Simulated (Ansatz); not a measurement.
MnNF₃, space group Pm-3m, a scan of the Hubbard U

Computed with Ansatz 0.2.0, Python API.

Notebook, run cell by cell (the value of a cell's last expression is shown):

```python
from dataclasses import dataclass

import ansatz as az
import numpy as np
from pymatgen.core import Lattice, Structure
from pymatgen.io.ase import AseAtomsAdaptor
```

```python
@dataclass
class RunConfig:
    xc: str = "r2SCAN"
    mesh: tuple[int, ...] = (4, 4, 4)
```

```python
opts = RunConfig()
```

```python
def count_gap(report):
    # lowest empty less highest filled band, counting bands; zero where they overlap
    return max(report.get("gap_by_band_count_ev") or 0.0, 0.0)
```

```python
pmg_structure = Structure(
    Lattice([(3.98307, 0.0, 0.0), (0.0, 3.98307, 0.0), (0.0, 0.0, 3.98307)]),
    ["Mn", "N", "F", "F", "F"],
    [
        (0.5, 0.5, 0.5),
        (0.0, 0.0, 0.0),
        (0.5, 0.5, 0.0),
        (0.5, 0.0, 0.5),
        (0.0, 0.5, 0.5),
    ],
)
cell = az.Crystal.from_ase(AseAtomsAdaptor.get_atoms(pmg_structure)).moments(Mn=5.2)
```

```python
setup = (
    cell.calculation()
    .functional(opts.xc)
    .accuracy("medium")
    .kpoints(*opts.mesh)
    .occupations(az.OccupationsMethod.FERMI_DIRAC)
    .spin("collinear")
    .band_table()
)
rows = []
for u in [0.0, 1.5, 3.0, 4.5, 6.0]:
    data = setup.hubbard("Mn", "d", u_eff=u, projectors="atomic").run(threads=1).report
    shell = data["hubbard"]["n_scf"]
    rows.append((u, count_gap(data), sum(shell) / len(shell), max(abs(m) for m in data["site_moments_mub"]), data["n_iterations"]))
lines = [",".join(["U_eff eV", "gap by band count eV", "Mn d occupation (projector)", "largest moment muB", "iterations"])] + [",".join(f"{v:.4f}" if isinstance(v, float) else str(v) for v in row) for row in rows]
print("\n".join(lines))
with open("plus_u.csv", "w") as handle:
    handle.write("\n".join(lines) + "\n")
print("eigenvalues of the first occupation matrix at the last U, by spin:")
for channel in data["hubbard"]["n_eig"][0]:
    print("  ", " ".join(f"{n:.3f}" for n in channel))
```

    DeckWarning: basis.ecutwfc = 500 eV, auto-derived from the records' recommended cutoffs: set by Mn (their level for a meta-GGA)
    DeckWarning: where an SCF of this run starts from atoms to list the orders of its open shells, Mn (site 0, from 0) starts with 5.00 μB on its 3d shell, in the place of the 5.20 μB that the deck gives it: its open shells can hold no more by Hund's first rule. To start from spheres of the given moment, type scf.initial_density.shell_occupations: []
    U_eff eV,gap by band count eV,Mn d occupation (projector),largest moment muB,iterations
    0.0000,0.0000,5.2704,3.5130,29
    1.5000,0.0000,5.2360,3.6032,18
    3.0000,0.0000,5.2204,3.6853,21
    4.5000,0.0000,5.1987,3.7642,24
    6.0000,0.0000,5.1868,3.8308,22
    eigenvalues of the first occupation matrix at the last U, by spin:
       0.851 0.851 0.996 0.996 0.996
       0.055 0.055 0.055 0.166 0.166

From U = 0 to 6 eV the largest site moment goes from 3.51 to 3.83 μB.

Other magnetic orders than the one started from may lie lower. U, its shell and the double counting are chosen to explore, and aren't derived for this compound. For a metal this k-point mesh is coarse: on a finer one energies can move by several to tens of meV an atom and pressures by half a GPa or more, differences at one mesh by less. A gap by band count of zero or less means overlapping bands, a metal. With one magnetic atom the cell can hold only ferromagnetic order. r2SCAN tends to overestimate the moments of itinerant magnets. The structure comes from a database of computed cells and needn't be a stable or known phase. Levels are Kohn-Sham eigenvalues on this mesh. Warnings are shown shortened and without file and line. Shell occupations and the effect of U depend on the projectors; a run with no .spin step is spin-unpolarised, and each U may end in a state that isn't the lowest. Run time: 7.4 min on 1 thread of Arm Neoverse N1, with other jobs on the host, peak memory 0.7 GiB.

(Lines on the test bed's own set-up are left out of the output.)
